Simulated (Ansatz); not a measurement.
Crystal: NaY.

```
Na Y
1.0
     4.01188    0.00000    0.00000
     0.00000    4.01188    0.00000
     0.00000    0.00000    4.01188
Na Y
1 1
Direct
  0.00000 0.00000 0.00000
  0.50000 0.50000 0.50000
```

The cell was built by a generator and needn't be a form met in nature.

Base run:

* Program: Ansatz 0.2.0
* Functional: revPBE
* Potentials or basis: Ansatz PAW
* Cutoff: 420 eV (not typed: the program's choice for these potentials)
* k mesh: 7 × 7 × 7
* Occupations: fermi-dirac, width 0.05 eV
* Spin: no spin polarisation

Its results: band gap on the k mesh none (metal or under the smearing width); pressure 0.9 GPa.

Question: The run is repeated on the same cell with these changes: functional from revPBE to LDA. What comes out?

Answer: Band gap on the k mesh none (metal or under the smearing width); pressure -2.2 GPa.

LDA binds more tightly than revPBE, so the same cell stands under less pressure.

Caveats: the PAW data sets come from PBE, with cores solved anew for the run's functional, which leaves a small shift of forces and pressure.
